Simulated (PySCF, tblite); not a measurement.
**C₅H₉O₂P: geometry, infrared bands and NMR shifts**

Wanted: the infrared bands and NMR shifts of C₅H₉O₂P (`CC(=O)P1(=O)CCC1`), by calculation.

The runs use tblite 0.8.0 and PySCF 2.14.0, with density-fitted response routines of our own; the level of theory stands in each step. All values are computed, except where a source is named. Atoms are numbered from 0 throughout.

### 1 Starting geometry

17 atoms, charge 0, multiplicity 1; geometry from: force field or distance geometry start.

Bonds of the start (Å): C0–C1 1.51, C1–O2 1.23, C1–P3 1.78, P3–O4 1.52, P3–C5 1.81, C5–C6 1.52, C6–C7 1.52, C7–P3 1.78, C0–H8 1.10, C0–H9 1.12, C0–H10 1.09, C5–H11 1.10, C5–H12 1.10, C6–H13 1.10, C6–H14 1.09, C7–H15 1.11, C7–H16 1.09.

### 2 Optimising the geometry with GFN2-xTB

The job: settings as JSON, then the geometry in Å.

```
{"job": {"kind": "relax", "xc": "GFN2-xTB", "basis": "xTB"}, "charge": 0, "multiplicity": 1}
C      2.556400     0.391700     0.120300
C      1.597900    -0.745500     0.372500
O      2.019000    -1.893400     0.229000
P     -0.065400    -0.383800     0.898700
O     -0.296800    -0.504200     2.399500
C     -1.392900    -1.000500    -0.157700
C     -2.138700     0.283400     0.178100
C     -0.809600     1.009600     0.080000
H      2.486800     1.136200     0.924700
H      2.221800     0.789100    -0.867800
H      3.556200    -0.026700     0.055400
H     -1.115400    -1.082200    -1.218100
H     -1.912200    -1.860600     0.293400
H     -2.559400     0.266500     1.190100
H     -2.876200     0.612800    -0.558400
H     -0.480200     1.063800    -0.973500
H     -0.798400     1.955700     0.621700
```

Started as:

```sh
$ OMP_NUM_THREADS=1 python probes_run.py task.json out
```

The driver reads the jobs from task.json and runs them one after another.

**Question.** This job is followed by: GFN2-xTB harmonic vibrations, gas phase; GIAO PBE0/pcSseg-1 NMR shielding, non-relativistic, gas phase. Predict these results of the whole session: strongest single infrared mode (GFN2-xTB); zero-point energy (GFN2-xTB); 13C shifts against TMS (PBE0/pcSseg-1, means over atoms taken as alike); 1H shifts against TMS (PBE0/pcSseg-1, means over atoms taken as alike); 17O shifts against H2O (PBE0/pcSseg-1); 31P shifts against H3PO4 (PBE0/pcSseg-1).

**Answer**, as computed:

| quantity | value |
| --- | --- |
| strongest single infrared mode (GFN2-xTB) | 1276 cm⁻¹, 285 km/mol |
| zero-point energy (GFN2-xTB) | 82.7 kcal/mol |
| 13C shifts against TMS (PBE0/pcSseg-1, means over atoms taken as alike) | 227.3, 42.4, 34.8, 12.3 ppm |
| 1H shifts against TMS (PBE0/pcSseg-1, means over atoms taken as alike) | 2.78, 2.67, 2.54, 1.82, 1.68 ppm |
| 17O shifts against H2O (PBE0/pcSseg-1) | 718.1, 149.7 ppm |
| 31P shifts against H3PO4 (PBE0/pcSseg-1) | 10.9 ppm |

What this shows: The optimisation took 194 steps and gained 1.107 eV; among the close pairs (by a distance rule), C1–P3 changed most, from 1.782 to 1.883 Å. All 45 modes are real, so the xTB geometry is a minimum. Unscaled tight-binding wavenumbers are off by several per cent, some by more. Its intensities can rank the bands wrongly. The most deshielded hydrogen is H8, H9, H10 (mean) (hydrogen on a methyl carbon α to a carbonyl), at 2.78 ppm: α to C=O. At PBE0/pcSseg-1: Shielding is most anisotropic at O2 (span 1397 ppm, paramagnetic term -785 ppm).
